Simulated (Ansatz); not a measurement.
# PtSe2: the cost of one run

Computed with Ansatz 0.2.0 (DFT PBE, scalar-relativistic, plane waves, PAW, unless a step's input says otherwise).

The COD entry's cell or inner coordinates are ideal or old and differ from later refinements, so a difference from it is no clean test against experiment.

**1. The starting structure**

Symmetry: P-3m1, No. 164, trigonal system. The conventional cell has a = 3.724 Å, b = 3.724 Å, c = 5.062 Å, α = 90.00°, β = 90.00°, γ = 120.00°. Around Pt (site symmetry -3m) lie 6 Se at 2.49 Å. Around Se (site symmetry 3m) lie 3 Pt at 2.49 Å.

Coordinates:

```
Pt Se
1.0
    11.17200    0.00000    0.00000
    -5.58600    9.67524    0.00000
     0.00000    0.00000   10.12400
Pt Se
18 36
Cartesian
  0.0000 0.0000 0.0000
  0.0000 0.0000 5.0620
  -1.8620 3.2251 0.0000
  -1.8620 3.2251 5.0620
  -3.7240 6.4502 0.0000
  -3.7240 6.4502 5.0620
  3.7240 0.0000 0.0000
  3.7240 0.0000 5.0620
  1.8620 3.2251 0.0000
  1.8620 3.2251 5.0620
  0.0000 6.4502 0.0000
  0.0000 6.4502 5.0620
  7.4480 0.0000 0.0000
  7.4480 0.0000 5.0620
  5.5860 3.2251 0.0000
  5.5860 3.2251 5.0620
  3.7240 6.4502 0.0000
  3.7240 6.4502 5.0620
  0.0000 2.1501 1.2655
  0.0000 2.1501 6.3275
  -1.8620 5.3751 1.2655
  -1.8620 5.3751 6.3275
  -3.7240 8.6002 1.2655
  -3.7240 8.6002 6.3275
  3.7240 2.1501 1.2655
  3.7240 2.1501 6.3275
  1.8620 5.3751 1.2655
  1.8620 5.3751 6.3275
  0.0000 8.6002 1.2655
  0.0000 8.6002 6.3275
  7.4480 2.1501 1.2655
  7.4480 2.1501 6.3275
  5.5860 5.3751 1.2655
  5.5860 5.3751 6.3275
  3.7240 8.6002 1.2655
  3.7240 8.6002 6.3275
  1.8620 1.0750 3.7965
  1.8620 1.0750 8.8585
  0.0000 4.3001 3.7965
  0.0000 4.3001 8.8585
  -1.8620 7.5252 3.7965
  -1.8620 7.5252 8.8585
  5.5860 1.0750 3.7965
  5.5860 1.0750 8.8585
  3.7240 4.3001 3.7965
  3.7240 4.3001 8.8585
  1.8620 7.5252 3.7965
  1.8620 7.5252 8.8585
  9.3100 1.0750 3.7965
  9.3100 1.0750 8.8585
  7.4480 4.3001 3.7965
  7.4480 4.3001 8.8585
  5.5860 7.5252 3.7965
  5.5860 7.5252 8.8585
```

The runs take a perfect supercell of 54 atoms; the defect goes to fractional position (0.833, 0.250, 0.833).

**2. The perfect supercell**

Input file input.yaml:

```yaml
crystal:
  lattice:
    - [11.172, 0.0, 0.0]
    - [-5.586, 9.675236, 0.0]
    - [0.0, 0.0, 10.124]
  atoms:
    - { symbol: Pt, position: [0.0, 0.0, 0.0] }
    - { symbol: Pt, position: [0.0, 0.0, 0.5] }
    - { symbol: Pt, position: [0.0, 0.333333, 0.0] }
    - { symbol: Pt, position: [0.0, 0.333333, 0.5] }
    - { symbol: Pt, position: [0.0, 0.666667, 0.0] }
    - { symbol: Pt, position: [0.0, 0.666667, 0.5] }
    - { symbol: Pt, position: [0.333333, 0.0, 0.0] }
    - { symbol: Pt, position: [0.333333, 0.0, 0.5] }
    - { symbol: Pt, position: [0.333333, 0.333333, 0.0] }
    - { symbol: Pt, position: [0.333333, 0.333333, 0.5] }
    - { symbol: Pt, position: [0.333333, 0.666667, 0.0] }
    - { symbol: Pt, position: [0.333333, 0.666667, 0.5] }
    - { symbol: Pt, position: [0.666667, 0.0, 0.0] }
    - { symbol: Pt, position: [0.666667, 0.0, 0.5] }
    - { symbol: Pt, position: [0.666667, 0.333333, 0.0] }
    - { symbol: Pt, position: [0.666667, 0.333333, 0.5] }
    - { symbol: Pt, position: [0.666667, 0.666667, 0.0] }
    - { symbol: Pt, position: [0.666667, 0.666667, 0.5] }
    - { symbol: Se, position: [0.111111, 0.222222, 0.125] }
    - { symbol: Se, position: [0.111111, 0.222222, 0.625] }
    - { symbol: Se, position: [0.111111, 0.555556, 0.125] }
    - { symbol: Se, position: [0.111111, 0.555556, 0.625] }
    - { symbol: Se, position: [0.111111, 0.888889, 0.125] }
    - { symbol: Se, position: [0.111111, 0.888889, 0.625] }
    - { symbol: Se, position: [0.444444, 0.222222, 0.125] }
    - { symbol: Se, position: [0.444444, 0.222222, 0.625] }
    - { symbol: Se, position: [0.444444, 0.555556, 0.125] }
    - { symbol: Se, position: [0.444444, 0.555556, 0.625] }
    - { symbol: Se, position: [0.444444, 0.888889, 0.125] }
    - { symbol: Se, position: [0.444444, 0.888889, 0.625] }
    - { symbol: Se, position: [0.777778, 0.222222, 0.125] }
    - { symbol: Se, position: [0.777778, 0.222222, 0.625] }
    - { symbol: Se, position: [0.777778, 0.555556, 0.125] }
    - { symbol: Se, position: [0.777778, 0.555556, 0.625] }
    - { symbol: Se, position: [0.777778, 0.888889, 0.125] }
    - { symbol: Se, position: [0.777778, 0.888889, 0.625] }
    - { symbol: Se, position: [0.222222, 0.111111, 0.375] }
    - { symbol: Se, position: [0.222222, 0.111111, 0.875] }
    - { symbol: Se, position: [0.222222, 0.444444, 0.375] }
    - { symbol: Se, position: [0.222222, 0.444444, 0.875] }
    - { symbol: Se, position: [0.222222, 0.777778, 0.375] }
    - { symbol: Se, position: [0.222222, 0.777778, 0.875] }
    - { symbol: Se, position: [0.555556, 0.111111, 0.375] }
    - { symbol: Se, position: [0.555556, 0.111111, 0.875] }
    - { symbol: Se, position: [0.555556, 0.444444, 0.375] }
    - { symbol: Se, position: [0.555556, 0.444444, 0.875] }
    - { symbol: Se, position: [0.555556, 0.777778, 0.375] }
    - { symbol: Se, position: [0.555556, 0.777778, 0.875] }
    - { symbol: Se, position: [0.888889, 0.111111, 0.375] }
    - { symbol: Se, position: [0.888889, 0.111111, 0.875] }
    - { symbol: Se, position: [0.888889, 0.444444, 0.375] }
    - { symbol: Se, position: [0.888889, 0.444444, 0.875] }
    - { symbol: Se, position: [0.888889, 0.777778, 0.375] }
    - { symbol: Se, position: [0.888889, 0.777778, 0.875] }
basis:
  ecutwfc: 420
  fft_grid_basis: typed
kpoints:
  mp_grid: { grid: [3, 3, 1] }
hamiltonian:
  xc: pbe
  pseudopotentials: { kind: paw }
scf:
  occupations: { method: gaussian, width: 0.05 }
output:
  forces: true
  stress: false
  eigenvalues: true
  bader: false
  write_density: true
  volumetric_format: npy
```

The run is started by

```bash
> ansatz run input.yaml --threads 8 --pin off --max-ram 16384MiB --backend cpu --events-out ev --progress --plain --runs-dir out
```

Q: Estimate wall time and peak memory on 8 threads of Arm Neoverse V1, shared host.

About 22 s, with a peak of 6.8 GiB.
